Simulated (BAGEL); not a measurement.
# HF/cc-pVDZ (density fitting with qzvpp-jkfit) run of C2H3ClGe (SMILES C#[C][GeH2][Cl])

What is the energy change on altering one bond length of C2H3ClGe at HF/cc-pVDZ (density fitting with qzvpp-jkfit)? 

The calculation is run with BAGEL 1.2.2.

1 further run of the same task is left out (set aside as unsound or not needed).

### 1 The structure to begin with

C2H3ClGe: 7 atoms, total charge 0, spin state singlet. SMILES: `C#[C][GeH2][Cl]`. The coordinates come from a PBE0-D4/def2-TZVP relaxation.

Bond lengths: C1–C2 1.204 Å, C2–Ge3 1.891 Å, Ge3–Cl4 2.150 Å, C1–H5 1.066 Å, Ge3–H6 1.529 Å, Ge3–H7 1.529 Å. Angles: C1–C2–Ge3 179.2°, C2–Ge3–Cl4 107.9°, C2–C1–H5 179.7°, C2–Ge3–H6 110.3°, C2–Ge3–H7 110.3°, Cl4–Ge3–H6 107.4°, Cl4–Ge3–H7 107.4°, H6–Ge3–H7 113.3°.

### 2 A single-point energy at HF/cc-pVDZ (density fitting with qzvpp-jkfit)

File calc.json:

```json
{ "bagel": [

{
  "title": "molecule",
  "basis": "cc-pvdz.json",
  "df_basis": "qzvpp-jkfit",
  "angstrom": true,
  "geometry": [
    { "atom": "C", "xyz": [    1.207100,   -1.477600,    0.742500 ] },
    { "atom": "C", "xyz": [    0.532700,   -0.574200,    0.318700 ] },
    { "atom": "Ge", "xyz": [   -0.509000,    0.860300,   -0.338400 ] },
    { "atom": "Cl", "xyz": [   -2.237200,    0.030500,   -1.312700 ] },
    { "atom": "H", "xyz": [    1.800400,   -2.281100,    1.115500 ] },
    { "atom": "H", "xyz": [   -1.008200,    1.727200,    0.818500 ] },
    { "atom": "H", "xyz": [    0.275300,    1.646800,   -1.389700 ] }
  ]
},
{
  "title": "hf"
},
{
  "title": "print",
  "file": "orbitals.molden",
  "orbitals": true
}

]}
```

The basis set cc-pVDZ is read from a file made from the Basis Set Exchange's data (not shown).

Launch:

```
$ BAGEL_NUM_THREADS=1 BAGEL calc.json > calc.out
```

Output:

```text
* using 1 threads per process

  ===============================================================
  ===============================================================

  *** Geometry ***

  { "atom" : "C", "xyz" : [      2.281088,     -2.792259,      1.403122 ] },
  { "atom" : "C", "xyz" : [      1.006657,     -1.085081,      0.602256 ] },
  { "atom" : "Ge", "xyz" : [     -0.961871,      1.625731,     -0.639483 ] },
  { "atom" : "Cl", "xyz" : [     -4.227695,      0.057637,     -2.480643 ] },
  { "atom" : "H", "xyz" : [      3.402263,     -4.310654,      2.107989 ] },
  { "atom" : "H", "xyz" : [     -1.905222,      3.263935,      1.546741 ] },
  { "atom" : "H", "xyz" : [      0.520242,      3.112001,     -2.626152 ] },

  Number of auxiliary basis functions:      598

  Since a DF basis is specified, we compute 2- and 3-index integrals:
    o Being stored without compression. Storage requirement is 0.037 GB

  Number of basis functions:       88
  Number of electrons      :       64

    * METHOD: MOLECULE                             0.35

  *** RHF ***

  === Nuclear Repulsion ===
   307.9801067546

      * DIIS with orbital gradients will be used.

  === RHF iteration (cc-pvdz.json) ===
      0      -2612.18421349          0.01203669           0.13
      1      -2612.28520282          0.00548090           0.13
      2      -2612.30308171          0.00153394           0.13
      3      -2612.30438740          0.00074139           0.13
      4      -2612.30470776          0.00004427           0.13
      5      -2612.30471023          0.00001495           0.13
      6      -2612.30471048          0.00000540           0.13
      7      -2612.30471053          0.00000220           0.13
      8      -2612.30471054          0.00000106           0.13
      9      -2612.30471054          0.00000049           0.12
     10      -2612.30471054          0.00000017           0.13
     11      -2612.30471054          0.00000005           0.12
     12      -2612.30471054          0.00000002           0.13
     13      -2612.30471054          0.00000001           0.13
    * SCF iteration converged.

    * Permanent dipole moment:
           (   -0.802355,    -0.190712,    -0.459113) a.u.

    * METHOD: HF                                   2.07

    * METHOD: PRINT                                0.01

  ===============================================================
```

Wall time 2.6 s (1 thread of Arm Neoverse V2, shared host); peak memory 0.16 GiB.

### 3 The distorted shape

File calc.json:

```json
{ "bagel" : [

{
  "title" : "molecule",
  "basis" : "cc-pvdz.json",
  "df_basis" : "qzvpp-jkfit",
  "angstrom" : true,
  "geometry" : [
    { "atom" : "C", "xyz" : [       0.814970,      -1.870830,       1.268123 ] },
    { "atom" : "C", "xyz" : [       0.140570,      -0.967430,       0.844323 ] },
    { "atom" : "Ge", "xyz" : [      -0.901130,       0.467070,       0.187223 ] },
    { "atom" : "Cl", "xyz" : [      -2.629330,      -0.362730,      -0.787077 ] },
    { "atom" : "H", "xyz" : [       1.408270,      -2.674330,       1.641123 ] },
    { "atom" : "H", "xyz" : [      -1.400330,       1.333970,       1.344123 ] },
    { "atom" : "H", "xyz" : [       0.275300,       1.646800,      -1.389700 ] }
  ]
},

{ "title" : "hf", "charge" : 0 },

{ "title" : "print", "file" : "orbitals.molden", "orbitals" : true }

]}
```

The basis set cc-pVDZ is read from a file made from the Basis Set Exchange's data (not shown).

Launch:

```
$ BAGEL_NUM_THREADS=1 BAGEL calc.json > calc.out
```

Output:

```text
* using 1 threads per process

  ===============================================================
  ===============================================================

  *** Geometry ***

  { "atom" : "C", "xyz" : [      1.540070,     -3.535356,      2.396405 ] },
  { "atom" : "C", "xyz" : [      0.265639,     -1.828178,      1.595539 ] },
  { "atom" : "Ge", "xyz" : [     -1.702889,      0.882634,      0.353800 ] },
  { "atom" : "Cl", "xyz" : [     -4.968714,     -0.685460,     -1.487360 ] },
  { "atom" : "H", "xyz" : [      2.661245,     -5.053751,      3.101273 ] },
  { "atom" : "H", "xyz" : [     -2.646240,      2.520838,      2.540024 ] },
  { "atom" : "H", "xyz" : [      0.520242,      3.112001,     -2.626152 ] },

  Number of auxiliary basis functions:      598

  Since a DF basis is specified, we compute 2- and 3-index integrals:
    o Being stored without compression. Storage requirement is 0.037 GB

  Number of basis functions:       88
  Number of electrons      :       64

    * METHOD: MOLECULE                             0.35

  *** RHF ***

  === Nuclear Repulsion ===
   303.4312092764

      * DIIS with orbital gradients will be used.

  === RHF iteration (cc-pvdz.json) ===
      0      -2612.09537801          0.01224981           0.13
      1      -2612.19630137          0.00599876           0.13
      2      -2612.21785982          0.00164553           0.13
      3      -2612.21942684          0.00077797           0.12
      4      -2612.21980174          0.00005803           0.13
      5      -2612.21980721          0.00002075           0.13
      6      -2612.21980791          0.00000781           0.13
      7      -2612.21980803          0.00000247           0.13
      8      -2612.21980805          0.00000120           0.13
      9      -2612.21980805          0.00000067           0.13
     10      -2612.21980805          0.00000030           0.13
     11      -2612.21980805          0.00000011           0.13
     12      -2612.21980805          0.00000003           0.13
     13      -2612.21980805          0.00000001           0.13
     14      -2612.21980805          0.00000000           0.13
    * SCF iteration converged.

    * Permanent dipole moment:
           (   -0.526551,     0.167907,    -0.812196) a.u.

    * METHOD: HF                                   2.20

    * METHOD: PRINT                                0.01

  ===============================================================
```

Run time: 2.7 s. Hardware: 1 thread of Arm Neoverse V2, shared host; peak memory 0.16 GiB.

### 4 Outcome

At HF/cc-pVDZ (density fitting with qzvpp-jkfit):

```
                                                          quantity           value
                                         first shape: total energy  -2612.30471 Eh
                                        first shape: dipole moment          2.40 D
                                          first shape: HOMO energy       -11.20 eV
                                          first shape: LUMO energy         2.81 eV
                                        first shape: HOMO–LUMO gap        14.01 eV
                                     distorted shape: total energy  -2612.21981 Eh
                                    distorted shape: dipole moment          2.50 D
                                      distorted shape: HOMO energy       -10.32 eV
                                      distorted shape: LUMO energy         1.07 eV
                                    distorted shape: HOMO–LUMO gap        11.39 eV
energy change with the Ge3–H7 bond stretched from 1.529 to 2.294 Å        2.310 eV
```

In words: With the Ge3–H7 bond stretched from 1.529 to 2.294 Å the energy rises by 2.31 eV (223 kJ/mol). The first shape isn't relaxed at this level, so the change isn't measured from a minimum.
